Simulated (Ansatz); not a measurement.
What does this script print? It uses the Ansatz DFT code, driven from Python.

Script `bbrfhs.py`:
```python
# -*- coding: utf-8 -*-
import warnings

import ansatz as az
import numpy as np

warnings.simplefilter("ignore", az.DeckWarning)

geometry_ang = [
    ("F", [-0.8286, -1.1807, 1.0862]),
    ("B", [-0.4963, -0.1123, 0.133]),
    ("S", [0.9653, 0.9834, 0.4756]),
    ("Br", [-1.462, 0.1535, -1.5564]),
    ("H", [1.8715, 0.0824, -0.1799]),
]
mol = az.Crystal.molecule()
for symbol, xyz in geometry_ang:
    mol = mol.atom(symbol, xyz)

model = (
    mol.calculation()
    .basis(gaussian="def2-SVP")
    .functional("PBE0")
    .md("nvt_langevin", timestep=0.25, steps=30, temperature=200, initial_velocities="maxwell_boltzmann", seed=52, friction=0.05)
)
frames = []
res = model.session().plan().execute(on_event=lambda e: frames.append(e["data"]) if e["event"] == "md_step" else None)
print("t (fs)   E_pot (eV)      E_kin (eV)   T (K)   d(0-1) (A)")
for f in frames[::2]:
    xyz = np.array(f["positions_ang"])
    print(f"{f['time_fs']:6.2f} {f['lagrangian_ev']:14.5f} {f['e_kin_ev']:10.5f} {f['temperature_k']:8.1f} {np.linalg.norm(xyz[0] - xyz[1]):9.4f}")
print("mean temperature", round(float(np.mean([f["temperature_k"] for f in frames])), 1), "K")
symbols = [site.symbol for site in mol.cartesian_sites]
with open("last_frame.xyz", "w") as handle:
    handle.write(f"{len(symbols)}\nt = {frames[-1]['time_fs']} fs\n")
    handle.writelines("{:2s} {:10.5f} {:10.5f} {:10.5f}\n".format(s, *xyz) for s, xyz in zip(symbols, frames[-1]["positions_ang"]))
```

```console
$ python bbrfhs.py
t (fs)   E_pot (eV)      E_kin (eV)   T (K)   d(0-1) (A)
  0.00   -84263.60895    0.10341    160.0    1.4699
  0.50   -84263.59503    0.09327    144.3    1.4713
  1.00   -84263.59606    0.08087    125.1    1.4707
  1.50   -84263.61035    0.10894    168.6    1.4690
  2.00   -84263.63353    0.12378    191.5    1.4661
  2.50   -84263.66555    0.15459    239.2    1.4620
  3.00   -84263.70435    0.21492    332.5    1.4566
  3.50   -84263.74753    0.24783    383.5    1.4500
  4.00   -84263.78677    0.28917    447.4    1.4429
  4.50   -84263.82352    0.32570    503.9    1.4345
  5.00   -84263.85391    0.33837    523.6    1.4253
  5.50   -84263.87849    0.36271    561.2    1.4149
  6.00   -84263.89879    0.37770    584.4    1.4033
  6.50   -84263.91873    0.37803    584.9    1.3910
  7.00   -84263.94049    0.39986    618.7    1.3779
  7.50   -84263.96221    0.38318    592.9    1.3654
mean temperature 387.5 K
```

It writes `last_frame.xyz`:
```text
5
t = 7.5 fs
F    -0.82743   -1.13825    1.03155
B    -0.48218   -0.12660    0.18198
S     0.95977    1.00326    0.49597
Br   -1.45965    0.14104   -1.55180
H     1.84932    0.20343    0.00558
```

Caveats:
- The settings weren't tested for convergence.
- The trajectory is only some femtoseconds long, so its temperature is not equilibrated; where the script doesn't relax first, it starts from a rough generated geometry.
- The printed temperature counts all 3N degrees of freedom under Langevin dynamics, so the first row lies under the target.
- Finished in 33 s on 1 thread of AMD EPYC 9R45 (Zen 5), with other jobs on the host, peak memory 0.25 GiB.

(A comment or docstring line of the script was reworded after the run, the code is as it ran; lines on the test bed's own set-up are left out of the output.)
